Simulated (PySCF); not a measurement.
# SiNH5Se+ (SMILES [NH2+][SiH2][SeH]): UTPSSh/def2-SVP

Aim: the vertical doublet–quartet gap of SiNH5Se+ at UTPSSh/def2-SVP, from 2 runs. 

The results are computed with PySCF 2.14.0.

## (1) The molecule

The species is SiNH5Se+ (8 atoms), meant as a doublet with charge +1. SMILES: `[NH2+][SiH2][SeH]`. Geometry: a GFN2-xTB relaxation, a rough one for these elements and not checked as a minimum. This is one conformer, not always the lowest.

Bond lengths: N1–Si2 1.690 Å, Si2–Se3 2.602 Å, N1–H4 1.011 Å, N1–H5 1.011 Å, Si2–H6 1.452 Å, Si2–H7 1.452 Å, Se3–H8 1.450 Å. Angles: N1–Si2–Se3 104.4°, N1–Si2–H6 112.8°, N1–Si2–H7 114.7°, Se3–Si2–H6 97.4°, Se3–Si2–H7 96.1°, Si2–N1–H4 124.2°, Si2–N1–H5 124.3°, Si2–Se3–H8 97.0°, H6–Si2–H7 125.1°, H4–N1–H5 111.0°.

## (2) The energy at UTPSSh/def2-SVP

File job.py:

```python
from pyscf import gto, dft

mol = gto.M(
    atom='''
N     -1.655891     0.674689    -1.497495
Si     1.059891     1.216530     0.092956
Se     2.164795    -3.116669     2.139378
H     -1.736280     0.032371    -3.295852
H     -3.389299     1.180758    -0.873545
H      0.667432     2.617630     2.419624
H      3.299008     1.375872    -1.483775
H     -0.409674    -3.981162     2.498728
''',
    verbose=4,
    basis='def2-svp',
    charge=1,
    unit='bohr',
    max_memory=1860,
    spin=1,
)

myscf = dft.UKS(mol)
myscf.xc = 'tpssh'
myscf.conv_tol = 1e-10
myscf.grids.level = 4
myscf.kernel()
if not myscf.converged:
    myscf = myscf.newton().run(myscf.mo_coeff, myscf.mo_occ)

e_final = myscf.e_tot
print(f'total energy: {e_final:.8f} hartree')
```

Started as:

```sh
$ OMP_NUM_THREADS=1 python job.py
```

The program printed:

```text
PySCF version 2.14.0

[INPUT] num. atoms = 8
[INPUT] num. electrons = 59
[INPUT] charge = 1
[INPUT] spin (= nelec alpha-beta = 2S) = 1
[INPUT] symmetry False subgroup None
[INPUT] Mole.unit = bohr
[INPUT] Symbol           X                Y                Z      unit          X                Y                Z       unit  Magmom
[INPUT]  1 N     -0.876259780968   0.357030043258  -0.792440227467 AA   -1.655891000000   0.674689000000  -1.497495000000 Bohr   0.0
[INPUT]  2 Si     0.560870163259   0.643759952401   0.049190196818 AA    1.059891000000   1.216530000000   0.092956000000 Bohr   0.0
[INPUT]  3 Se     1.145560180314  -1.649270208781   1.132110083144 AA    2.164795000000  -3.116669000000   2.139378000000 Bohr   0.0
[INPUT]  4 H     -0.918799807776   0.017129995495  -1.744089768965 AA   -1.736280000000   0.032371000000  -3.295852000000 Bohr   0.0
[INPUT]  5 H     -1.793539791794   0.624830225211  -0.462260106713 AA   -3.389299000000   1.180758000000  -0.873545000000 Bohr   0.0
[INPUT]  6 H      0.353189804239   1.385190142621   1.280409879795 AA    0.667432000000   2.617630000000   2.419624000000 Bohr   0.0
[INPUT]  7 H      1.745759852243   0.728080107543  -0.785179916133 AA    3.299008000000   1.375872000000  -1.483775000000 Bohr   0.0
[INPUT]  8 H     -0.216790144706  -2.106740203381   1.322269913888 AA   -0.409674000000  -3.981162000000   2.498728000000 Bohr   0.0

nuclear repulsion = 228.818403262081
number of shells = 41
number of NR pGTOs = 169
number of NR cGTOs = 89
basis = def2-svp
ecp = {}

******** <class 'pyscf.dft.uks.UKS'> ********
method = UKS
initial guess = minao
damping factor = 0
level_shift factor = 0
DIIS = <class 'pyscf.scf.diis.CDIIS'>
diis_start_cycle = 1
diis_space = 8
diis_damp = 0
SCF conv_tol = 1e-10
SCF conv_tol_grad = None
SCF max_cycles = 50
direct_scf = True
direct_scf_tol = 1e-13
number electrons alpha = 30  beta = 29
XC library pyscf.dft.libxc version 7.0.0
    S. Lehtola, C. Steigemann, M. J.T. Oliveira, and M. A.L. Marques.,  SoftwareX 7, 1–5 (2018)
XC functionals = tpssh
radial grids:
    Treutler-Ahlrichs [JCP 102, 346 (1995); DOI:10.1063/1.469408] (M4) radial grids

becke partition: Becke, JCP 88, 2547 (1988); DOI:10.1063/1.454033
pruning grids: <function nwchem_prune>
grids dens level: 4
symmetrized grids: False
atomic radii adjust function: <function treutler_atomic_radii_adjust>
small_rho_cutoff = 0
Set gradient conv threshold to 1e-05
tot grids = 165520
init E= -2747.41977124365
[... the frontier-level lines of each cycle are left out ...]

cycle= 1 E= -2748.01442443781  delta_E= -0.595  |g|= 0.335  |ddm|= 1.92
cycle= 2 E= -2747.55496890687  delta_E= 0.459  |g|= 0.863  |ddm|= 1.23
cycle= 3 E= -2748.03746766701  delta_E= -0.482  |g|= 0.183  |ddm|= 1.18
cycle= 4 E= -2748.06178231653  delta_E= -0.0243  |g|= 0.0562  |ddm|= 0.257
cycle= 5 E= -2748.06381768887  delta_E= -0.00204  |g|= 0.0227  |ddm|= 0.0968
cycle= 6 E= -2748.0640841833  delta_E= -0.000266  |g|= 0.00482  |ddm|= 0.0313
cycle= 7 E= -2748.06410757855  delta_E= -2.34e-05  |g|= 0.00175  |ddm|= 0.011
cycle= 8 E= -2748.06411770568  delta_E= -1.01e-05  |g|= 0.00121  |ddm|= 0.0111
cycle= 9 E= -2748.06412188107  delta_E= -4.18e-06  |g|= 0.00111  |ddm|= 0.00866
cycle= 10 E= -2748.06412340455  delta_E= -1.52e-06  |g|= 0.00067  |ddm|= 0.0046
cycle= 11 E= -2748.06412396783  delta_E= -5.63e-07  |g|= 0.000119  |ddm|= 0.00296
cycle= 12 E= -2748.06412400981  delta_E= -4.2e-08  |g|= 2.83e-05  |ddm|= 0.00106
cycle= 13 E= -2748.06412401062  delta_E= -8.05e-10  |g|= 3.08e-05  |ddm|= 0.000107
cycle= 14 E= -2748.06412401191  delta_E= -1.3e-09  |g|= 2.61e-06  |ddm|= 0.00018
cycle= 15 E= -2748.06412401192  delta_E= -5e-12  |g|= 1.84e-06  |ddm|= 7.83e-06
Extra cycle  E= -2748.0641240119  delta_E= 1.64e-11  |g|= 2.94e-06  |ddm|= 6.72e-06
converged SCF energy = -2748.0641240119  <S^2> = 0.75349712  2S+1 = 2.0034941
total energy: -2748.06412401 hartree
```

It took 1.9 min on 1 thread of Arm Neoverse V1, shared host; peak memory 0.49 GiB.

## (3) The quartet at the same level

File calc.py:

```python
from pyscf import gto, dft

molecule = gto.Mole()
molecule.atom = '''
N     -1.655891     0.674689    -1.497495
Si     1.059891     1.216530     0.092956
Se     2.164795    -3.116669     2.139378
H     -1.736280     0.032371    -3.295852
H     -3.389299     1.180758    -0.873545
H      0.667432     2.617630     2.419624
H      3.299008     1.375872    -1.483775
H     -0.409674    -3.981162     2.498728
'''
molecule.charge = 1
molecule.unit = 'bohr'
molecule.basis = 'def2-svp'
molecule.max_memory = 1860
molecule.spin = 3
molecule.verbose = 4
molecule.build()

mf = dft.UKS(molecule)
mf.xc = 'tpssh'
mf.conv_tol = 1e-10
mf.grids.level = 4
mf.kernel()
if not mf.converged:
    mf = mf.newton().run(mf.mo_coeff, mf.mo_occ)

energy = mf.e_tot
print('E(%s) = %.9f' % ('TPSSH', energy))
```

Started as:

```sh
$ OMP_NUM_THREADS=1 python calc.py
```

The program printed:

```text
PySCF version 2.14.0

[INPUT] num. atoms = 8
[INPUT] num. electrons = 59
[INPUT] charge = 1
[INPUT] spin (= nelec alpha-beta = 2S) = 3
[INPUT] symmetry False subgroup None
[INPUT] Mole.unit = bohr
[INPUT] Symbol           X                Y                Z      unit          X                Y                Z       unit  Magmom
[INPUT]  1 N     -0.876259780968   0.357030043258  -0.792440227467 AA   -1.655891000000   0.674689000000  -1.497495000000 Bohr   0.0
[INPUT]  2 Si     0.560870163259   0.643759952401   0.049190196818 AA    1.059891000000   1.216530000000   0.092956000000 Bohr   0.0
[INPUT]  3 Se     1.145560180314  -1.649270208781   1.132110083144 AA    2.164795000000  -3.116669000000   2.139378000000 Bohr   0.0
[INPUT]  4 H     -0.918799807776   0.017129995495  -1.744089768965 AA   -1.736280000000   0.032371000000  -3.295852000000 Bohr   0.0
[INPUT]  5 H     -1.793539791794   0.624830225211  -0.462260106713 AA   -3.389299000000   1.180758000000  -0.873545000000 Bohr   0.0
[INPUT]  6 H      0.353189804239   1.385190142621   1.280409879795 AA    0.667432000000   2.617630000000   2.419624000000 Bohr   0.0
[INPUT]  7 H      1.745759852243   0.728080107543  -0.785179916133 AA    3.299008000000   1.375872000000  -1.483775000000 Bohr   0.0
[INPUT]  8 H     -0.216790144706  -2.106740203381   1.322269913888 AA   -0.409674000000  -3.981162000000   2.498728000000 Bohr   0.0

nuclear repulsion = 228.818403262081
number of shells = 41
number of NR pGTOs = 169
number of NR cGTOs = 89
basis = def2-svp
ecp = {}

******** <class 'pyscf.dft.uks.UKS'> ********
method = UKS
initial guess = minao
damping factor = 0
level_shift factor = 0
DIIS = <class 'pyscf.scf.diis.CDIIS'>
diis_start_cycle = 1
diis_space = 8
diis_damp = 0
SCF conv_tol = 1e-10
SCF conv_tol_grad = None
SCF max_cycles = 50
direct_scf = True
direct_scf_tol = 1e-13
number electrons alpha = 31  beta = 28
XC library pyscf.dft.libxc version 7.0.0
    S. Lehtola, C. Steigemann, M. J.T. Oliveira, and M. A.L. Marques.,  SoftwareX 7, 1–5 (2018)
XC functionals = tpssh
radial grids:
    Treutler-Ahlrichs [JCP 102, 346 (1995); DOI:10.1063/1.469408] (M4) radial grids

becke partition: Becke, JCP 88, 2547 (1988); DOI:10.1063/1.454033
pruning grids: <function nwchem_prune>
grids dens level: 4
symmetrized grids: False
atomic radii adjust function: <function treutler_atomic_radii_adjust>
small_rho_cutoff = 0
Set gradient conv threshold to 1e-05
tot grids = 165520
init E= -2747.41977124365
[... the frontier-level lines of each cycle are left out ...]


cycle= 1 E= -2747.81852949815  delta_E= -0.399  |g|= 0.309  |ddm|= 2.44


cycle= 2 E= -2747.2550387168  delta_E= 0.563  |g|= 0.858  |ddm|= 2.81


cycle= 3 E= -2747.86606503682  delta_E= -0.611  |g|= 0.111  |ddm|= 2.58


cycle= 4 E= -2747.87375265402  delta_E= -0.00769  |g|= 0.0787  |ddm|= 0.459


cycle= 5 E= -2747.87794015365  delta_E= -0.00419  |g|= 0.0231  |ddm|= 0.146


cycle= 6 E= -2747.87826589624  delta_E= -0.000326  |g|= 0.018  |ddm|= 0.0777


cycle= 7 E= -2747.87844789088  delta_E= -0.000182  |g|= 0.00357  |ddm|= 0.0275


cycle= 8 E= -2747.878459291  delta_E= -1.14e-05  |g|= 0.00114  |ddm|= 0.0157


cycle= 9 E= -2747.87846048415  delta_E= -1.19e-06  |g|= 0.000368  |ddm|= 0.00503


cycle= 10 E= -2747.87846068588  delta_E= -2.02e-07  |g|= 0.000177  |ddm|= 0.00239


cycle= 11 E= -2747.87846072119  delta_E= -3.53e-08  |g|= 6.13e-05  |ddm|= 0.00135


cycle= 12 E= -2747.87846072664  delta_E= -5.45e-09  |g|= 3.57e-05  |ddm|= 0.000372


cycle= 13 E= -2747.87846072804  delta_E= -1.41e-09  |g|= 9.61e-06  |ddm|= 0.000243


cycle= 14 E= -2747.87846072824  delta_E= -1.95e-10  |g|= 7.79e-06  |ddm|= 0.000142


cycle= 15 E= -2747.87846072833  delta_E= -8.78e-11  |g|= 1.62e-06  |ddm|= 5.93e-05


Extra cycle  E= -2747.87846072833  delta_E= -2.73e-12  |g|= 1.92e-06  |ddm|= 8.29e-06
converged SCF energy = -2747.87846072833  <S^2> = 3.7585888  2S+1 = 4.0042921
E(TPSSH) = -2747.878460728
```

Wall time 1.7 min (1 thread of Arm Neoverse V1, shared host); peak memory 0.49 GiB.

## (4) What came out

At UTPSSh/def2-SVP:

| quantity | value |
| --- | --- |
| doublet: total energy | -2748.06412 Eh |
| doublet: HOMO energy (highest over α and β) | -12.05 eV |
| doublet: LUMO energy (lowest over α and β) | -10.85 eV |
| doublet: ⟨S²⟩ | 0.753 |
| quartet: total energy | -2747.87846 Eh |
| quartet: HOMO energy (highest over α and β) | -7.14 eV |
| quartet: ⟨S²⟩ | 3.759 |
| vertical energy of the quartet above the doublet | 5.052 eV |

At this shape the quartet lies 5.05 eV (487 kJ/mol) above the doublet. Mulliken charges (doublet) run from -0.34 on N1 to +0.54 on Si2. Mulliken charges (quartet) run from -0.13 on N1 to +0.41 on Se3.
